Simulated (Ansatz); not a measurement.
# CH6AuNS: how energies converge with the basis set

The task here is to estimate one member of a computed series from the others.

Program: Ansatz 0.2.0, Gaussian basis. Level of theory: one geometry, several basis sets. These are calculated values, not measurements.

Plan: PBE0-D4/def2-SVP; ωB97M-V/def2-SVP; PBE0-D4/def2-QZVPP; ωB97M-V/def2-QZVPP; the functionals' def2-TZVPP values are taken from earlier runs.

## Structure used throughout

An earlier PBE0-D4 in a triple-zeta def2 set relaxation fixed the geometry. Au takes the def2 core potential; no spin-orbit term is included.

10 atoms, charge 0, spin multiplicity 1.

Atoms are counted from 1 here; the program's logs count them from 0.

Bond lengths: C1–S2 1.817 Å, C1–H5 1.090 Å, C1–H6 1.090 Å, C1–H7 1.092 Å, S2–Au3 2.248 Å, Au3–N4 2.134 Å, N4–H8 1.014 Å, N4–H9 1.014 Å, N4–H10 1.014 Å. Angles: S2–C1–H5 111.9°, S2–C1–H6 111.9°, S2–C1–H7 106.5°, H5–C1–H6 109.5°, H5–C1–H7 108.4°, H6–C1–H7 108.4°, C1–S2–Au3 104.4°, S2–Au3–N4 177.5°, Au3–N4–H8 111.2°, Au3–N4–H9 111.2°, Au3–N4–H10 110.1°, H8–N4–H9 108.2°, H8–N4–H10 108.0°, H9–N4–H10 108.0°.

The first run:

Input file in.yaml:

```yaml
crystal:
  periodic: [false, false, false]
  atoms:
    - {symbol: C, position_ang: [0.035340, 1.955119, -1.587956]}
    - {symbol: S, position_ang: [1.431334, 1.271202, -0.648134]}
    - {symbol: Au, position_ang: [0.544683, -0.443165, 0.504082]}
    - {symbol: N, position_ang: [-0.213861, -2.086666, 1.633761]}
    - {symbol: H, position_ang: [-0.382150, 1.227614, -2.283757]}
    - {symbol: H, position_ang: [-0.752739, 2.326827, -0.933383]}
    - {symbol: H, position_ang: [0.430615, 2.794825, -2.163006]}
    - {symbol: H, position_ang: [-0.939873, -1.787492, 2.275330]}
    - {symbol: H, position_ang: [-0.601501, -2.801207, 1.027647]}
    - {symbol: H, position_ang: [0.531053, -2.508154, 2.178217]}
basis:
  gaussian: {orbitals: def2-SVP}
hamiltonian: {xc: pbe0, dispersion: d4}
output: {orbitals: {seedname: orbitals}}
```

Steps of the session up to this table: PBE0-D4 in def2-SVP; ωB97M-V in def2-SVP; PBE0-D4 in def2-QZVPP; ωB97M-V in def2-QZVPP.

One of the session's tables, all rows but one given; the rest of the session is left out.

It belongs to the step «Density functionals: the series». 

| functional | basis | HOMO (eV) |
| --- | --- | --- |
| PBE0-D4 | def2-SVP | -5.06 |
| PBE0-D4 | def2-TZVPP | -5.18 |
| PBE0-D4 | def2-QZVPP | -5.23 |
| ωB97M-V | def2-SVP | -7.17 |
| ωB97M-V | def2-TZVPP | ? |
| ωB97M-V | def2-QZVPP | -7.37 |

Q: Estimate the row for ωB97M-V, def2-TZVPP from the others.

**Answer.** HOMO (eV): -7.32. In the column «HOMO (eV)» it lies between ωB97M-V, def2-QZVPP (-7.37) and ωB97M-V, def2-SVP (-7.17).
